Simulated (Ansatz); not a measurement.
This script drives Ansatz's Python interface.

`c2h6sesi.py`
```python
"""Harmonic frequencies of C2H6SeSi at its relaxed geometry."""

import itertools

import ansatz as az
from ase.data import atomic_numbers, covalent_radii
import numpy as np

GEOMETRY = """
C    -0.85900    0.45060   -0.81590
Si   -0.21630   -0.92690    0.14160
C     1.03880    0.29680    0.67930
Se    0.47930    1.85320   -0.30080
H    -0.86590    0.29400   -1.93680
H    -1.92620    0.78180   -0.48240
H     0.37410   -1.96930   -0.72020
H    -1.06000   -1.31920    1.23430
H     1.03090    0.48420    1.83040
H     2.08730    0.00360    0.37360
"""

molecule = az.Crystal.molecule()
for line in GEOMETRY.strip().splitlines():
    symbol, *xyz = line.split()
    molecule = molecule.atom(symbol, [float(v) for v in xyz])

calc = (
    molecule.calculation()
    .basis(gaussian="def2-SVP")
    .functional("hf")
)
symbols = [site.symbol for site in molecule.cartesian_sites]
start = np.array([site.position_ang for site in molecule.cartesian_sites], dtype=float)
summary = calc.relax(force_tolerance=0.003, max_steps=100).run(threads=1).report
end = np.array(summary["positions_ang"])

# pairs closer than 1.2 times the sum of covalent radii, before or after
radius = [covalent_radii[atomic_numbers[s]] for s in symbols]
span = lambda where, i, j: np.linalg.norm(where[i] - where[j])
bonded = [(i, j) for i, j in itertools.combinations(range(len(symbols)), 2) if min(span(start, i, j), span(end, i, j)) < 1.2 * (radius[i] + radius[j])]
print("pair        before    after (A)")
for i, j in bonded:
    print(f"{symbols[i]}{i}-{symbols[j]}{j}".ljust(10), f"{span(start, i, j):8.4f} {span(end, i, j):8.4f}")
for first, second in list(itertools.combinations(bonded, 2)):
    shared = set(first) & set(second)
    if shared and symbols[(j := shared.pop())] != "H":
        i, k = sorted((set(first) | set(second)) - {j})
        u, v = end[i] - end[j], end[k] - end[j]
        angle = np.degrees(np.arccos(np.clip(u @ v / np.linalg.norm(u) / np.linalg.norm(v), -1, 1)))
        print(f"final angle {symbols[i]}{i}-{symbols[j]}{j}-{symbols[k]}{k}: {angle:.2f} deg")

# same settings at the minimum
minimum = az.Crystal.molecule()
for symbol, place in zip(symbols, end):
    minimum = minimum.atom(symbol, place.tolist())
vibrating = (
    minimum.calculation()
    .basis(gaussian="def2-SVP")
    .functional("hf")
    .phonons(temperatures=(100, 500, 100))
)
vib = vibrating.run(threads=1).report["vibrations"]
sums = vib["harmonic_sums"]
modes = [m["omega_inv_cm"] for m in sums["modes_at_gamma"] if m["rigid_motion"] == "no"]
print("frequencies (1/cm):", " ".join(f"{w:.0f}" for w in modes))
print("imaginary modes:", sum(w < 0 for w in modes), " zero-point energy:", round(sums["zero_point_energy_ev"], 4), "eV")
print("T (K)   F_vib (eV)   S_vib (meV/K)   C_vib (meV/K)")
for row in zip(sums["temperatures_k"], sums["vibrational_free_energy_ev"], vib["entropy_ev_per_k"], vib["heat_capacity_ev_per_k"]):
    print(f"{row[0]:6.1f} {row[1]:11.4f} {1000 * row[2]:13.4f} {1000 * row[3]:15.4f}")
```

It is started by `python c2h6sesi.py`. How long does it take on 1 thread of AMD EPYC 7B13 (Zen 3), on a shared host, and how much memory does it need?

It took about 2.5 min, with a peak of 0.33 GiB, for 2 runs of the engine.

```console
$ python c2h6sesi.py
pair        before    after (A)
C0-Si1       1.7965   1.9001
C0-Se3       2.0059   1.9838
C0-H4        1.1318   1.0885
C0-H5        1.1661   1.0885
Si1-C2       1.8335   1.9001
Si1-H6       1.4758   1.4818
Si1-H7       1.4352   1.4820
C2-Se3       1.9225   1.9838
C2-H8        1.1663   1.0885
C2-H9        1.1308   1.0885
final angle Si1-C0-Se3: 91.23 deg
final angle Si1-C0-H4: 116.31 deg
final angle Si1-C0-H5: 116.22 deg
final angle C0-Si1-C2: 91.18 deg
final angle C0-Si1-H6: 113.90 deg
final angle C0-Si1-H7: 114.26 deg
final angle Se3-C0-H4: 111.39 deg
final angle Se3-C0-H5: 111.31 deg
final angle C0-Se3-C2: 86.35 deg
final angle H4-C0-H5: 109.22 deg
final angle C2-Si1-H6: 113.90 deg
final angle C2-Si1-H7: 114.26 deg
final angle Si1-C2-Se3: 91.23 deg
final angle Si1-C2-H8: 116.22 deg
final angle Si1-C2-H9: 116.31 deg
final angle H6-Si1-H7: 108.67 deg
final angle Se3-C2-H8: 111.31 deg
final angle Se3-C2-H9: 111.39 deg
final angle H8-C2-H9: 109.22 deg
RunWarning: phonons: modes at or below zero, which the zero-point energy, F, S and C_V leave out: 1, the lowest at -31.59 cm⁻¹. A minimum has none, and a first-order saddle one
frequencies (1/cm): -32 362 502 603 611 634 715 766 858 858 902 1039 1061 1068 1175 1193 1535 1546 2326 2335 3239 3239 3308 3308
imaginary modes: 1  zero-point energy: 2.0572 eV
T (K)   F_vib (eV)   S_vib (meV/K)   C_vib (meV/K)
 100.0      2.0572        0.0039          0.0197
 200.0      2.0545        0.0629          0.1981
 300.0      2.0422        0.1920          0.4575
 400.0      2.0149        0.3567          0.6915
 500.0      1.9705        0.5319          0.8782
```
(Warnings from the package without file and line.)

The frequencies are harmonic and unscaled, in a modest basis.
